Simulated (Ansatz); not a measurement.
Predict the output of the script below (the Python package of Ansatz (0.2.0)).

`ch4clfge_torsion.py`:
```python
import ansatz as az
from ase import Atoms


def main() -> None:
    atoms = Atoms(["C", "Ge", "F", "Cl", "H", "H", "H", "H"], positions=[
        [-0.1956, 0.9816, -0.0783],
        [0.1827, -0.8523, 0.1841],
        [1.8611, -1.0068, 0.5488],
        [-0.1876, -1.9509, -1.6213],
        [-1.3207, 1.1193, -0.3468],
        [-0.0149, 1.6131, 0.8317],
        [0.3867, 1.4266, -0.9274],
        [-0.6195, -1.3878, 1.3534],
    ])

    first = (
        az.Crystal.molecule_from_ase(atoms).calculation()
        .basis(gaussian="def2-SVP")
        .functional("R2SCAN0")
        .relax(force_tolerance=0.02, max_steps=80)
    )
    atoms.positions = first.run(threads=1, backend="cpu").report["positions_ang"]

    start = atoms.get_dihedral(2, 1, 0, 4)
    energies = {}
    for turn in range(0, 121, 20):
        turned = atoms.copy()
        turned.set_dihedral(2, 1, 0, 4, start + turn, indices=[0, 4, 5, 6])
        base = (
            az.Crystal.molecule_from_ase(turned).calculation()
            .basis(gaussian="def2-SVP")
            .functional("R2SCAN0")
        )
        energies[round((start + turn) % 360)] = base.run(threads=1, backend="cpu").report["free_energy_ev"]
    floor = min(energies.values())
    print("dihedral F2-Ge1-C0-H4 (deg)   E - E(min) (kcal/mol)")
    for angle, e in sorted(energies.items()):
        print(f"{angle:8d} {23.060548 * (e - floor):14.3f}  " + "#" * int(30 * (e - floor) / max(max(energies.values()) - floor, 1e-9)))


if __name__ == "__main__":
    main()
```

```console
$ python ch4clfge_torsion.py
dihedral F2-Ge1-C0-H4 (deg)   E - E(min) (kcal/mol)
     177          0.000
     197          0.154  ######
     217          0.485  #####################
     237          0.663  ##############################
     257          0.510  #######################
     277          0.185  ########
     297          0.014
```

The scan is rigid and the energies are electronic, in a modest basis. With rigid groups the curve can differ much from the relaxed path, the start wasn't checked as a minimum of this torsion, and equivalent turns needn't return to the same energy. Run time: 97 s on 1 thread of Arm Neoverse V2 (shared host), peak memory 0.31 GiB.
